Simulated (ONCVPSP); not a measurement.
# An ONCV potential for chlorine, from input to tests

Task: generate the file, and judge it by its errors in other configurations, its logarithmic derivatives, its ghosts and its cutoff.

Program: ONCVPSP 4.0.1.1 (patched build). Reference atom: PBEsol, scalar-relativistic, spherical and spin-unpolarised. All values are calculated.

### Step 1. Starting point

The settings as typed:

- element: chlorine (Cl, Z = 17)
- type: optimised norm-conserving Vanderbilt (ONCV)
- frozen core: [Ne]
- valence charge: 7
- reference configuration: 3s2 3p4 (charge +1)
- partial waves: 3s: rc 1.25 bohr, ncon 3, nbas 6, qcut 4.6 1/bohr, 1 projector; 3p: rc 1.00 bohr, ncon 3, nbas 6, qcut 7.5 1/bohr, 1 projector; d scattering state at 0.16 Ha: rc 1.30 bohr, ncon 4, nbas 9, qcut 7.2 1/bohr, 3 projectors, debl 1.1 Ha
- local potential: polynomial inside 0.95 bohr (lpopt 5, dvloc0 0 Ha)
- core correction: Teter function, fcfact 1.75, rcfact 1.15

### Step 2. Generating the potential

Cl.dat reads:

```
# ATOM AND REFERENCE CONFIGURATION
# atsym  z   nc   nv     iexc    psfile
  Cl 17.00    3    2  -116133      upf
#
#   n    l    f
    1    0    2.00
    2    0    2.00
    2    1    6.00
    3    0    2.00
    3    1    4.00
#
# PSEUDOPOTENTIAL AND OPTIMIZATION
# lmax
    2
#
#   l,   rc,      ep,       ncon, nbas, qcut
    0    1.25    0.00    3    6    4.60
    1    1.00    0.00    3    6    7.50
    2    1.30    0.16    4    9    7.20
#
# LOCAL POTENTIAL
# lloc, lpopt,  rc(5),   dvloc0
    4    5    0.95    0.00
#
# VANDERBILT-KLEINMAN-BYLANDER PROJECTORs
# l, nproj, debl
    0    1    2.00
    1    1    2.50
    2    3    1.10
#
# MODEL CORE CHARGE
# icmod, fcfact, rcfact
    3    1.75    1.15
#
# LOG DERIVATIVE ANALYSIS
# epsh1, epsh2, depsh
   -3.00    5.00    0.02
#
# OUTPUT GRID
# rlmax, drl
    6.00    0.01
#
# TEST CONFIGURATIONS
# ncnf
    4
# nvcnf
#   n    l    f
    2
    3    0    2.00
    3    1    5.00
#
    2
    3    0    2.00
    3    1    3.00
#
    2
    3    0    2.00
    3    1    2.00
#
    2
    3    0    1.00
    3    1    5.00
#
```

Command:

```bash
$ oncvpsp.x < Cl.dat > Cl.out
```

**Question.** What will these runs give? Wanted: cutoffs for 1 and 0.1 mHa per electron, occupied waves; bound ghosts; GHOST(+) flags; largest test error; largest phase difference near zero energy, channels read; rms error of d²Exc/dn², without and with the model core.

As calculated:

| quantity | value |
| --- | --- |
| cutoffs for 1 and 0.1 mHa per electron, occupied waves | 65 Ha and 157 Ha |
| bound ghosts | d at -121.78 eV |
| GHOST(+) flags | s at 41 eV |
| largest test error (AE − PS) | +63 meV, for 3s2 3p2 |
| largest phase difference near zero energy, channels read | 0.039 rad |
| rms error of d²Exc/dn², without and with the model core | 2.28 and 1.26 mHa |

A bound ghost (d) makes it unfit for use: electrons can fall into a state that the atom doesn't have. By total energies transferability is fair: the largest error is 63 meV on 63.7 eV, for 3s2 3p2. That test lies far up in energy; among those under 40 eV, nearer to bonding, the largest error is 9.7 meV. By its cutoff, 65 Ha for the looser tolerance, it is hard. At the looser tolerance the 3p wave is the slowest; 3s needs 44 Ha. Of the channels read, s scatters worst near zero energy, by up to 0.04 rad. The program also flags highly localised states, GHOST(+) (s). All of this concerns the isolated atom, not yet a solid.
